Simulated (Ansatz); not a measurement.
# CH₅BOSi, SMILES C[SiH]1BO1: a single point in a Gaussian basis

Computed with the Ansatz DFT code, driven from Python.

Notebook, run cell by cell (the value of a cell's last expression is shown):

In [1]:
```python
import ansatz
import numpy as np
```

In [2]:
```python
config = {
    'basis_set': '6-31G*',
    'functional': 'B3LYP',
}

geometry = (
    ansatz.Crystal.molecule()
    .atom('C', [-0.5538, 0.8435, -0.7784])
    .atom('Si', [-0.2028, -0.7787, -0.0474])
    .atom('B', [0.9481, -0.7576, 1.548])
    .atom('O', [1.5302, -0.864, 0.1753])
    .atom('H', [-0.0154, 1.0207, -1.7401])
    .atom('H', [-1.686, 0.9509, -1.0244])
    .atom('H', [-0.3179, 1.6928, -0.0644])
    .atom('H', [-0.6137, -1.988, -0.7205])
    .atom('H', [0.9998, -0.1659, 2.6348])
)
```

In [3]:
```python
base = (
    geometry.calculation()
    .basis(gaussian=config['basis_set'])
    .functional(config['functional'])
    .forces()
)
rep = base.session().plan(threads=1).execute().report

print(f'E = {rep["free_energy_ev"]:.6f} eV = {rep["free_energy_ev"] / 27.211386246:.7f} Ha')
print('converged:', rep['converged'], ' doubts:', rep['published_state_doubts'] or 'none')
```
```text
E = -11719.044305 eV = -430.6669348 Ha
converged: True  doubts: none
```

In [4]:
```python
state = rep['mean_field']['state']
print(f'mean field: {state["energy"]["hartree"]:.7f} Ha, <S^2> = {abs(state["spin_squared"]):.4f}, stability: {state.get("stability", {}).get("kind")}')
```
```text
mean field: -430.6669348 Ha, <S^2> = 0.0000, stability: minimum
```

In [5]:
```python
symbols = [site.symbol for site in geometry.cartesian_sites]
print('forces (eV/A)')
for symbol, f in zip(symbols, rep['forces_ev_ang']):
    print(f'  {symbol:2s} {f[0]:9.4f} {f[1]:9.4f} {f[2]:9.4f}')
```
```text
forces (eV/A)
  C    -2.0419    2.1037   -1.0821
  Si    0.8889   -0.7074    1.7397
  B    -0.6178    1.0070   -3.5614
  O    -0.1689    0.2999    4.1244
  H    -0.2224   -0.0663    0.5650
  H     1.6641   -0.1066    0.3315
  H    -0.1186   -0.9700   -0.7469
  H    -0.4722   -0.4901   -0.6070
  H     1.0889   -1.0701   -0.7631
```

In [6]:
```python
charges = rep['charge_distribution']
print('dipole moment', round(4.803205 * float(np.linalg.norm(charges['dipole_moment_e_ang'])), 3), 'D')
print('Mulliken:', [(s, round(q, 3)) for s, q in zip(symbols, charges['mulliken_charges_e'])])
```
```text
dipole moment 1.496 D
Mulliken: [('C', -0.645), ('Si', 0.397), ('B', 0.285), ('O', -0.511), ('H', 0.183), ('H', 0.155), ('H', 0.177), ('H', -0.054), ('H', 0.013)]
```

Reading the output:
- These settings explore the input space; basis and method may be short of convergence.
- The geometry is a force-field or estimated start, not a minimum of this method, and the basis set is short of its limit.
- b3lyp holds the VWN-RPA fit, as in Gaussian; the form of ORCA and Turbomole is b3lyp5.
- It ran for 2.6 s on 1 thread of Arm Neoverse V2, with other jobs on the host, peak memory 0.2 GiB.

(Lines on the test bed's own set-up are left out of the output.)
